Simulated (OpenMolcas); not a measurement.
# BP86/ANO-RCC-VDZP (DKH2) run of AlClF2 (SMILES [F][Al]([F])[Cl])

Aim: the vertical ionisation energy of AlClF2 at BP86/ANO-RCC-VDZP (DKH2), from 2 runs. 

The calculation is run with OpenMolcas 26.06.

### Step 1. The system as given

The species is AlClF2 (4 atoms), meant as a singlet with charge 0. SMILES: `[F][Al]([F])[Cl]`. Geometry: relaxed at PBE0-D4/def2-TZVP.

Bond lengths: F1–Al2 1.631 Å, Al2–F3 1.631 Å, Al2–Cl4 2.061 Å. Angles: F1–Al2–F3 119.0°, F1–Al2–Cl4 120.5°, F3–Al2–Cl4 120.5°.

### Step 2. The energy at BP86/ANO-RCC-VDZP (DKH2)

input.xyz reads:

```xyz
4

F      0.997200     0.721760     1.149640
Al     0.069280    -0.050750     0.053570
F      0.273490    -1.653820    -0.164660
Cl    -1.339980     0.982810    -1.038560
```

job.inp reads:

```
>>> EXPORT MOLCAS_PRINT=2

&gateway
 coord = input.xyz
 basis = ANO-RCC-VDZP
 group = NoSym

&seward

&scf
 ksdft = 2
 1.0 GGA_X_B88
 1.0 GGA_C_P86
 prorbitals = 1 1
```

Started as:

```console
export MOLCAS_MEM=1860
pymolcas job.inp > job.log
```

Output:

```text
--- Start Module: gateway ---
[...]
--- Stop Module: gateway /rc=_RC_ALL_IS_WELL_ ---
--- Start Module: seward ---
[...]
      Basis functions           64
--- Stop Module: seward /rc=_RC_ALL_IS_WELL_ ---
[...]
--- Start Module: scf ---
[...]
       Convergence after  13 Iterations
[...]
::    Total KS-DFT energy                            -904.7296603566
[...]
      Total spin, S                                     0.0000000000
[...]
      Total electronic charge=   48.000000
      Total            charge=   -0.000000
[...]
      Dipole Moment (debye):
      Origin of the operator (angstrom)=   -0.2086    0.1530   -0.1617
                   X= -5.3278E-01               Y=  3.9131E-01               Z= -4.1398E-01           Total=  7.7997E-01
      Quadrupole Moment (debye*angstrom):
[...]
--- Stop Module: scf /rc=_RC_ALL_IS_WELL_ ---
[...]
```

Run time: 9.6 s. Hardware: 1 thread of Arm Neoverse V1, shared host; peak memory 0.42 GiB.

### Step 3. The doublet cation at the same level

input.xyz is that of step 2.

job.input reads:

```
&GATEWAY
 Coord = input.xyz
 Basis = ANO-RCC-VDZP
 Group = NoSym

&SEWARD

&SCF
 UHF
 Charge = 1
 Spin = 2
 KSDFT = 2
 1.0 GGA_X_B88
 1.0 GGA_C_P86
 PrOrbitals = 1 1
```

Started as:

```console
export MOLCAS_MEM=1860
pymolcas job.input > job.log
```

Output:

```text
--- Start Module: gateway ---
[...]
--- Stop Module: gateway /rc=_RC_ALL_IS_WELL_ ---
--- Start Module: seward ---
[...]
      Basis functions           64
--- Stop Module: seward /rc=_RC_ALL_IS_WELL_ ---
[...]
--- Start Module: scf ---
[...]
       Convergence after  31 Iterations
[...]
::    Total KS-DFT energy                            -904.2702026412
[...]
      Total spin, S                                     0.5010709591
[...]
      Total electronic charge=   47.000000
      Total            charge=    1.000000
[...]
      Dipole Moment (debye):
      Origin of the operator (angstrom)=   -0.2086    0.1530   -0.1617
                   X= -2.0554E+00               Y=  1.5081E+00               Z= -1.5941E+00           Total=  3.0068E+00
      Center of Charge (angstrom)
[...]
--- Stop Module: scf /rc=_RC_ALL_IS_WELL_ ---
[...]
```

It took 19 s on 1 thread of Arm Neoverse V1, shared host; peak memory 0.42 GiB.

### Step 4. Summary of results

Level: BP86/ANO-RCC-VDZP (DKH2).

| quantity | value |
| --- | --- |
| singlet AlClF2: total energy | -904.72966 Eh |
| singlet AlClF2: dipole moment | 0.78 D |
| singlet AlClF2: HOMO energy | -8.75 eV |
| singlet AlClF2: LUMO energy | -2.64 eV |
| singlet AlClF2: HOMO–LUMO gap | 6.12 eV |
| doublet cation: total energy | -904.27020 Eh |
| doublet cation: HOMO energy (highest over α and β) | -16.41 eV |
| doublet cation: LUMO energy (lowest over α and β) | -16.04 eV |
| doublet cation: ⟨S²⟩ | 0.752 |
| vertical ionisation energy (to the doublet cation) | 12.502 eV |

The vertical ionisation energy comes to 12.50 eV (1206 kJ/mol). −ε(HOMO) before ionisation, 8.75 eV, is 3.75 eV below this ionisation energy. Mulliken charges (singlet AlClF2) run from -0.45 on F1 to +1.09 on Al2. Mulliken charges (doublet cation) run from -0.27 on F1 to +1.20 on Al2; they depend strongly on the basis.
